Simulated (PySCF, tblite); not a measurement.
**C₅H₉OSi radical: geometry, infrared bands and EPR parameters**

Aim: predict the infrared bands and EPR parameters of C₅H₉OSi radical (`OC[C]1C=CC[SiH2]1`).

Computed with tblite 0.8.0 and PySCF 2.14.0, with density-fitted response routines of our own, on a single molecule in the gas phase. Atoms are numbered from 0 throughout.

## (1) Starting geometry

16 atoms, charge 0, multiplicity 2; geometry from: force field or distance geometry start.

Bonds of the start (Å): O0–C1 1.40, C1–C2 1.51, C2–C3 1.46, C3–C4 1.29, C4–C5 1.45, C5–Si6 1.86, Si6–C2 1.87, O0–H7 0.99, C1–H8 1.10, C1–H9 1.12, C3–H10 1.12, C4–H11 1.14, C5–H12 1.13, C5–H13 1.12, Si6–H14 1.47, Si6–H15 1.45.

## (2) Optimising the geometry with GFN2-xTB

What the job is given:

```
{"job": {"kind": "relax", "xc": "GFN2-xTB", "basis": "xTB"}, "charge": 0, "multiplicity": 2}
O     -1.257500    -0.499000     1.027600
C     -1.708900    -0.212600    -0.265300
C     -0.531100     0.222200    -1.108900
C      0.435100    -0.873700    -1.134600
C      1.353200    -0.865200    -0.229600
C      1.416400     0.210500     0.741300
Si     0.383800     1.505500    -0.103700
H     -2.003700    -0.860900     1.571400
H     -2.205000    -1.071100    -0.749900
H     -2.423300     0.645000    -0.165800
H      0.343800    -1.690100    -1.899800
H      2.132500    -1.693900    -0.197300
H      0.900000    -0.019000     1.717300
H      2.456500     0.588700     0.921100
H     -0.505000     2.250300     0.798000
H      1.205600     2.372200    -0.933000
```

Started as:

```sh
$ OMP_NUM_THREADS=1 python probes_run.py task.json out
```

One launch serves the whole session: the jobs run in the order shown.

**Question.** This job is followed by: GFN2-xTB harmonic vibrations, gas phase; UKS B3LYP, pcH-1 on C H O Si, non-relativistic, mean-field spin-orbit, GIAO. Predict these results of the whole session: strongest single infrared mode (GFN2-xTB); zero-point energy (GFN2-xTB); g(iso) (B3LYP); ⟨S²⟩; largest a(iso) (averaged by class); potential on the surface of density 0.002 e/bohr³, 1st and 99th percentile.

The runs gave:

```
                                                                  quantity                   value
                                 strongest single infrared mode (GFN2-xTB)   2216 cm⁻¹, 460 km/mol
                                              zero-point energy (GFN2-xTB)           75.5 kcal/mol
                                                            g(iso) (B3LYP)                 2.00260
                                                                      ⟨S²⟩      0.773 (exact 0.75)
                                        largest a(iso) (averaged by class)  1H on H8, H9, 74.2 MHz
potential on the surface of density 0.002 e/bohr³, 1st and 99th percentile      -1.32 V and 2.20 V
```

**Reading.** Over 159 steps the energy fell by 1.598 eV; of the close pairs, C3–C4 changed most, 1.289 to 1.367 Å. No mode is imaginary among the 42: a minimum at this level. The strongest single mode, at 2216 cm⁻¹, moves mainly H14 and H15. Unscaled tight-binding wavenumbers are off by several per cent, some by more. Its intensities can rank the bands wrongly. The largest spin populations lie on C2 (0.65 e), C4 (0.59 e). The isotropic g lies 0.3 ppt above the free-electron value. These values are for one conformer; the search (at its own cheap level) found 2 more, at 0.02, 1.94 kcal/mol (those within 0.05 may be mirror or relabelled copies), and measured spectra average over such forms.
